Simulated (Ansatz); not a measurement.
Run this with Ansatz 0.2.0, Python API and show what comes out.

Script `run_cas.py`:
```python
# -*- coding: utf-8 -*-
"""Static correlation in Br2Ge: natural occupations of an active space."""

import ansatz as az

GEOMETRY = """
Br   -0.35050    1.81390   -0.41780
Ge   -0.81430   -0.34360    0.21070
Br    1.15380   -1.53510    0.19380
"""

system = az.Crystal.molecule()
for line in GEOMETRY.strip().splitlines():
    symbol, *xyz = line.split()
    system = system.atom(symbol, [float(v) for v in xyz])

setup = system.calculation().basis(gaussian="def2-SVP").correlation(active_electrons=4, active_orbitals=4)
for method in [None, "sc_nevpt2"]:
    summary = (setup if method is None else setup.correlation(method)).run(threads=1, backend="cpu").report
    space = summary["configurations"]
    state = space["states"][0]
    print(method or "casscf", f"total {summary['free_energy_ev'] / 27.211386246:.6f} Ha, active-space state {state['energy']['hartree']:.6f} Ha, mean field {summary['reference_energy_ev'] / 27.211386246:.6f} Ha")
    print("  determinants", state["n_determinants"], " natural occupations", [round(n, 3) for n in space["natural_occupations"]])
```

Output of `python run_cas.py`:
```text
casscf total -7219.416950 Ha, active-space state -7219.416950 Ha, mean field -7219.391108 Ha
  determinants 36  natural occupations [1.984, 1.94, 0.058, 0.019]
sc_nevpt2 total -7220.055047 Ha, active-space state -7219.416663 Ha, mean field -7219.391108 Ha
  determinants 18  natural occupations [1.984, 1.94, 0.057, 0.019]
```

Reading the output:
- Total energies depend on the basis set; only differences at equal settings carry meaning.
- The geometry is a force-field or estimated start, not a minimum of this method, and the basis set is short of its limit. The active space starts as a window about the frontier orbitals and is then optimised, not chosen by chemistry.
- The whole script took 40 s on 1 thread of Arm Neoverse V2, on a shared host, peak memory 0.47 GiB.
